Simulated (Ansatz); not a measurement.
# C2H6FNOSi: up Jacob's ladder to CCSD(T)

The task here is to estimate one member of a computed series from the others.

The runs use Ansatz 0.2.0, Gaussian basis; functionals in def2-TZVPP, the program's frozen cores in correlated methods.

The runs, in order: PBE-D4, r2SCAN-D4, PBE0-D4, B3LYP-D4, ωB97X-V, ωB97M-V, B2PLYP; CCSD(T)/def2-TZVPP; MP2/def2-QZVPP; extrapolation to the limit.

**Structure used throughout**

All runs share one geometry, relaxed beforehand with PBE0-D4 in a triple-zeta def2 set.

SMILES `C=NC(F)O[SiH3]`, 12 atoms, charge 0, spin multiplicity 1.

Atoms are counted from 1 here; the program's logs count them from 0.

Bond lengths: C1–N2 1.258 Å, C1–H7 1.089 Å, C1–H8 1.092 Å, N2–C3 1.431 Å, C3–F4 1.376 Å, C3–O5 1.365 Å, C3–H9 1.097 Å, O5–Si6 1.666 Å, Si6–H10 1.482 Å, Si6–H11 1.483 Å, Si6–H12 1.483 Å. Angles: N2–C1–H7 118.5°, N2–C1–H8 123.3°, H7–C1–H8 118.2°, C1–N2–C3 119.8°, N2–C3–F4 112.9°, N2–C3–O5 110.0°, N2–C3–H9 109.0°, F4–C3–O5 107.9°, F4–C3–H9 106.2°, O5–C3–H9 110.8°, C3–O5–Si6 124.0°, O5–Si6–H10 102.8°, O5–Si6–H11 112.6°, O5–Si6–H12 111.7°, H10–Si6–H11 109.5°, H10–Si6–H12 109.8°, H11–Si6–H12 110.2°.

The first run:

in.yaml

```yaml
crystal:
  periodic: [false, false, false]
  atoms:
    - {symbol: C, position_ang: [-0.679963, -1.934204, 0.167350]}
    - {symbol: N, position_ang: [0.063116, -0.935941, 0.354586]}
    - {symbol: C, position_ang: [-0.469883, 0.243213, 0.964398]}
    - {symbol: F, position_ang: [-1.844310, 0.240556, 1.024800]}
    - {symbol: O, position_ang: [-0.083947, 1.348233, 0.261917]}
    - {symbol: Si, position_ang: [1.055325, 1.327708, -0.953941]}
    - {symbol: H, position_ang: [-0.255058, -2.814690, -0.311917]}
    - {symbol: H, position_ang: [-1.732677, -1.961347, 0.457028]}
    - {symbol: H, position_ang: [-0.117740, 0.298363, 2.001812]}
    - {symbol: H, position_ang: [1.119702, 2.749531, -1.366076]}
    - {symbol: H, position_ang: [0.641845, 0.495914, -2.110045]}
    - {symbol: H, position_ang: [2.380488, 0.887466, -0.455913]}
basis:
  gaussian: {orbitals: def2-TZVPP}
hamiltonian: {xc: pbe, dispersion: d4}
output: {forces: true, orbitals: {seedname: orbitals}}
```

Launch:

```bash
$ ansatz run in.yaml --threads 4 --pin off --events-out ev --progress --plain --max-ram 10444MiB
```

Steps of the session up to this table: PBE-D4 (GGA); r2SCAN-D4 (meta-GGA); PBE0-D4 (hybrid); B3LYP-D4 (hybrid); ωB97X-V (range-separated); ωB97M-V (range-separated); B2PLYP (double hybrid); CCSD(T) in def2-TZVPP; MP2 in def2-QZVPP.

One of the session's tables, all rows but one given; the rest of the session is left out.

```
            method  atomisation energy (kcal/mol)
            PBE-D4                         1108.3
         r2SCAN-D4                              ?
           PBE0-D4                         1080.0
          B3LYP-D4                         1082.0
           ωB97X-V                         1087.0
           ωB97M-V                         1085.8
            B2PLYP                         1070.0
     HF/def2-TZVPP                          754.7
    MP2/def2-TZVPP                         1072.3
   CCSD/def2-TZVPP                         1031.0
CCSD(T)/def2-TZVPP                         1050.0
           MP2/CBS                         1103.6
       CCSD(T)/CBS                         1081.3
```

**Question.** Estimate the row for r2SCAN-D4.

**Answer.** atomisation energy (kcal/mol): 1081.4. In the column «atomisation energy (kcal/mol)» it lies between CCSD(T)/CBS (1081.3) and B3LYP-D4 (1082.0).
